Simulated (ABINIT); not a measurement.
Here is an ABINIT 10.8.3 (patched build) calculation.

run.abi

```
# Pseudopotentials
pp_dirpath "./"
pseudos "Sn.upf, Al.upf"

# Structure
acell 7.9332698559 7.9332698558 6.249035166
rprim
     1.0000000000     0.0000000000     0.0000000000
    -0.5000000000     0.8660254038     0.0000000000
     0.0000000000     0.0000000000     1.0000000000
ntypat 2
znucl 50 13
natom 2
typat 1 2
xred
     0.3333333333     0.6666666667     0.5000000000
     0.0000000000     0.0000000000     0.0000000000

# Plane-wave basis
ecut 36.0

# k points
kptopt 1
ngkpt 7 7 8
nshiftk 1
shiftk 0.0 0.0 0.0

# Exchange and correlation
ixc -116133

# Bands and occupations
nband 13
occopt 3
tsmear 0.00183747

# SCF cycle
nstep 100
tolvrs 1.0e-10

# Output
iomode 3
prtwf 0
prteig 0
prtebands 0
prtden 1
prtvha 1
prtvclmb 1
prtpot 1
prtelf 1
```

Potentials or basis: PseudoDojo NC SR PBEsol v0.4.1 standard.

Launch:

```sh
$ abinit run.abi > log 2>&1
```

Q: Estimate the pressure.

A: -1.8 GPa.

Q: Predict the band gap on the k mesh.

A: None (metal or under the smearing width).

Stress tensor (GPa, compression positive):
```
-1.85  0.00  0.00
 0.00 -1.85  0.00
 0.00  0.00 -1.67
```
